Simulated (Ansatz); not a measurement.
AlClH4OSi, SMILES O[SiH2][AlH][Cl], a short molecular-dynamics run

Computed with Ansatz's Python interface.

Script `md.py`:
```python
"""A short Born-Oppenheimer trajectory of AlClH4OSi."""

import ansatz as az
from ase import Atoms
import numpy as np

atoms = Atoms(["O", "Si", "Al", "Cl", "H", "H", "H", "H"], positions=[
    (-1.8075, -0.3048, 0.6465),
    (-0.7071, 0.571, -0.3263),
    (1.3054, -0.61, -0.3301),
    (2.4609, -0.9713, 1.5904),
    (-1.49, -0.2249, 1.5372),
    (-1.1999, 0.6948, -1.7068),
    (-0.4624, 1.924, 0.2263),
    (1.9928, -1.136, -1.693),
])
alclh4osi = az.Crystal.molecule_from_ase(atoms)

job = (
    alclh4osi.calculation()
    .basis(gaussian="def2-SVP")
    .functional("B3LYP", dispersion="d4")
    .md("nvt_nose_hoover", timestep=0.5, steps=40, temperature=500, initial_velocities="maxwell_boltzmann", seed=61, thermostat_time=20)
)
frames = []
job.session().plan().execute(on_event=lambda e: frames.append(e["data"]) if e["event"] == "md_step" else None)
print("t (fs)   E_pot (eV)      E_kin (eV)   T (K)   d(0-1) (A)")
for f in frames[::2]:
    xyz = np.array(f["positions_ang"])
    print(f"{f['time_fs']:6.2f} {f['lagrangian_ev']:14.5f} {f['e_kin_ev']:10.5f} {f['temperature_k']:8.1f} {np.linalg.norm(xyz[0] - xyz[1]):9.4f}")
kept = np.array([f["conserved_ev"] for f in frames])
print(f"conserved energy moves by at most {1000 * np.ptp(kept):.3f} meV")
```

```console
$ python md.py
t (fs)   E_pot (eV)      E_kin (eV)   T (K)   d(0-1) (A)
  0.00   -29103.17164    0.38778    500.0    1.7100
  1.00   -29103.13867    0.35667    459.9    1.7141
  2.00   -29103.11398    0.33232    428.5    1.7168
  3.00   -29103.11205    0.32983    425.3    1.7184
  4.00   -29103.08765    0.30659    395.3    1.7191
  5.00   -29103.06660    0.28731    370.5    1.7193
  6.00   -29103.09957    0.32156    414.6    1.7194
  7.00   -29103.18552    0.40826    526.4    1.7196
  8.00   -29103.25771    0.48132    620.6    1.7195
  9.00   -29103.24516    0.47125    607.6    1.7188
 10.00   -29103.18637    0.41550    535.7    1.7165
 11.00   -29103.17074    0.40034    516.2    1.7122
 12.00   -29103.17766    0.40800    526.1    1.7063
 13.00   -29103.18766    0.41965    541.1    1.6994
 14.00   -29103.23064    0.46341    597.5    1.6926
 15.00   -29103.29944    0.53186    685.8    1.6862
 16.00   -29103.33883    0.56982    734.7    1.6803
 17.00   -29103.29113    0.52075    671.5    1.6746
 18.00   -29103.18485    0.41445    534.4    1.6686
 19.00   -29103.14162    0.36914    476.0    1.6618
 20.00   -29103.16879    0.39234    505.9    1.6543
conserved energy moves by at most 3.277 meV
```

What to keep in mind:
- The settings weren't tested for convergence.
- The trajectory is only some femtoseconds long, so its temperature is not equilibrated; where the script doesn't relax first, it starts from a rough generated geometry.
- b3lyp holds the VWN-RPA fit, as in Gaussian; the form of ORCA and Turbomole is b3lyp5.
- The temperature counts the internal degrees of freedom alone.
- Finished in 2.1 min on 1 thread of Arm Neoverse V2, on a shared host, peak memory 0.25 GiB.

(Lines on the test bed's own set-up are left out of the output.)
